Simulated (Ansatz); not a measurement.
**CH3BCl2O (methoxydichloroborane): MP2/def2-SVP**

What is the vertical singlet–triplet gap of CH3BCl2O (methoxydichloroborane) at MP2/def2-SVP? 

The results are computed with Ansatz 0.2.0.

108 further runs of the same task are left out: 108 set aside as unsound or not needed.

## (1) Starting point

The species is CH3BCl2O (8 atoms), meant as a singlet with charge 0. SMILES: `COB(Cl)Cl`. Geometry: relaxed at PBE0-D4/def2-TZVP.

Bond lengths: C1–O2 1.417 Å, O2–B3 1.331 Å, B3–Cl4 1.752 Å, B3–Cl5 1.763 Å, C1–H6 1.090 Å, C1–H7 1.091 Å, C1–H8 1.091 Å. Angles: C1–O2–B3 126.0°, O2–B3–Cl4 118.1°, O2–B3–Cl5 123.2°, Cl4–B3–Cl5 118.7°, O2–C1–H6 107.8°, O2–C1–H7 111.7°, O2–C1–H8 108.7°, H6–C1–H7 109.9°, H6–C1–H8 109.2°, H7–C1–H8 109.6°.

## (2) The energy at MP2/def2-SVP

job.yaml

```yaml
crystal:
  periodic: [false, false, false]
  atoms:
    - symbol: C
      position_ang: [-0.173000, -0.644100, 0.940400]
    - symbol: O
      position_ang: [0.000100, -0.547100, -0.462300]
    - symbol: B
      position_ang: [0.213000, 0.573500, -1.147500]
    - symbol: Cl
      position_ang: [0.382900, 0.455700, -2.887600]
    - symbol: Cl
      position_ang: [0.331800, 2.160700, -0.389600]
    - symbol: H
      position_ang: [0.452100, -1.462400, 1.297300]
    - symbol: H
      position_ang: [0.104200, 0.282000, 1.445200]
    - symbol: H
      position_ang: [-1.218800, -0.875400, 1.148200]
basis:
  gaussian: {orbitals: def2-SVP}
correlation: {method: mp2, frozen_orbitals: {B: 1, C: 1, Cl: 5, H: 0, O: 1}}
accuracy: high
```

Run with:

```sh
$ ansatz run job.yaml --threads 1 --pin off --max-ram 3480MiB --events-out events.jsonl --progress --plain --runs-dir runs
```

What it wrote:

```text
Warning: RAYON_NUM_THREADS=1 ignored (pool sized by the plan → 1); use --threads N
Functional definition: HF
  name "HF"
  exchange = exact_x
  correlation = 0
2081 factors; integrals over basis functions are off by at most 5.6e-9 eV
mean field evaluation 1: about -28784.7835 eV, gradient 2.9e1 eV
mean field evaluation 2: about -28784.8826 eV, gradient 2.9e1 eV
mean field evaluation 4: about -28786.9418 eV, gradient 3.2e0 eV
mean field evaluation 8: about -28786.9758 eV, gradient 2.0e-1 eV
mean field evaluation 16: about -28786.9760 eV, gradient 7.9e-9 eV
mean field -28786.97600009 eV, -1057.9018554902 hartree, gradient 7.9e-9 eV, S^2 0.000000; 0 other end points of the search recorded, 0 dependent functions left out
13 core orbitals not correlated: weight in the atoms' cores, before any rotation towards them, 1.000 or more for the frozen orbitals, at most 0.000 for the correlated occupied ones
reference -28786.97600009 eV, -1057.9018554902 hartree; 15, 15 occupied and 65, 65 virtual orbitals, 2081 factors
second order -18.26910696 eV of doubles, -0.00000000 eV of singles
Total energy: -28805.24510706 eV, -1058.5732327879 hartree
```

Run time: 3.9 s. Hardware: 1 thread of Arm Neoverse V1, shared host; peak memory 0.28 GiB.

## (3) The triplet at the same level

run.yaml

```yaml
crystal:
  periodic: [false, false, false]
  atoms:
    - {symbol: C, position_ang: [-0.173000, -0.644100, 0.940400]}
    - {symbol: O, position_ang: [0.000100, -0.547100, -0.462300]}
    - {symbol: B, position_ang: [0.213000, 0.573500, -1.147500]}
    - {symbol: Cl, position_ang: [0.382900, 0.455700, -2.887600]}
    - {symbol: Cl, position_ang: [0.331800, 2.160700, -0.389600]}
    - {symbol: H, position_ang: [0.452100, -1.462400, 1.297300]}
    - {symbol: H, position_ang: [0.104200, 0.282000, 1.445200]}
    - {symbol: H, position_ang: [-1.218800, -0.875400, 1.148200]}
basis:
  gaussian:
    orbitals: def2-SVP
magnetization:
  spin_polarized: true
  initial_magnetization: 2
correlation:
  method: mp2
  frozen_orbitals: {B: 1, C: 1, Cl: 5, H: 0, O: 1}
accuracy: high
```

Run with:

```sh
$ ansatz run run.yaml --threads 1 --pin off --max-ram 3480MiB --events-out events.jsonl --progress --plain --runs-dir runs
```

What it wrote (excerpt; [...] marks lines left out):

```text
Warning: RAYON_NUM_THREADS=1 ignored (pool sized by the plan → 1); use --threads N
[... 2 set-up lines as earlier in the session ...]
[...]
2081 factors; integrals over basis functions are off by at most 5.6e-9 eV
[...]
mean field -28779.70263019 eV, -1057.6345640766 hartree, gradient 2.6e-8 eV, S^2 2.022157; 17 other end points of the search recorded, 0 dependent functions left out
13 core orbitals not correlated: weight in the atoms' cores, before any rotation towards them, 1.000 or more for the frozen orbitals, at most 0.000 for the correlated occupied ones
reference -28779.70263019 eV, -1057.6345640766 hartree; 16, 14 occupied and 64, 66 virtual orbitals, 2081 factors
second order -17.13965554 eV of doubles, -0.00000000 eV of singles
Total energy: -28796.84228573 eV, -1058.2644348000 hartree
```

Run time: 40 s. Hardware: 1 thread of Arm Neoverse V1, shared host; peak memory 0.54 GiB.

## (4) Summary of results

Level: MP2/def2-SVP, 13 core orbitals frozen.

```
                                             quantity           value
                                singlet: total energy  -1058.57323 Eh
singlet: correlation energy (13 core orbitals frozen)      -671.4 mEh
                                triplet: total energy  -1058.26443 Eh
triplet: correlation energy (13 core orbitals frozen)      -629.9 mEh
           triplet: ⟨S²⟩ of the reference determinant           2.022
     vertical energy of the triplet above the singlet        8.403 eV
```

**Reading.** At this shape the triplet lies 8.40 eV (811 kJ/mol) above the singlet.
